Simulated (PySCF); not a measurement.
Runs of PySCF 2.14.0 on CSiF2ClH3. The cell holds a molecule in a box, 8 atoms: a = 13.000 Å, b = 13.000 Å, c = 13.000 Å, α = 90.00°, β = 90.00°, γ = 90.00°. 

| task | level | frozen core bands | conv_tol | grid for exchange and correlation | three-body dispersion term | exxdiv | gap on the mesh (eV) |
| --- | --- | --- | --- | --- | --- | --- | --- |
| atomic charges | rSCAN+D4 | - | 1e-07 Ha | Becke, atom-centred | yes | - | 9.32 |
| atomic charges | PBE0+D3(BJ) | - | 1e-07 Ha | Becke, atom-centred | no | ewald | 10.99 |
| atomic charges | X3LYP | - | 1e-07 Ha | Becke, atom-centred | - | ewald | (a) |
| MP2 correlation energy | HF | 13 | 1e-08 Ha | - | - | ewald | 18.09 |

Alike in all rows: potentials or basis 6-31g* (all-electron); no spin polarisation; cell as given; k mesh 1 × 1 × 1; smearing fixed.

Question: Fill in the values left out.

Answer: (a) 10.50.

Caveats: this is a molecule in a periodic box at the Γ point, so its band gap is the HOMO-LUMO gap; the basis of atomic orbitals isn't converged, which shifts pressures, moduli and gaps; the basis is small and the box finite, so much correlation energy is missing and levels can be off by tenths of an eV (some runs).

A k mesh can miss the band edges.

Not every run made on this cell is shown here.
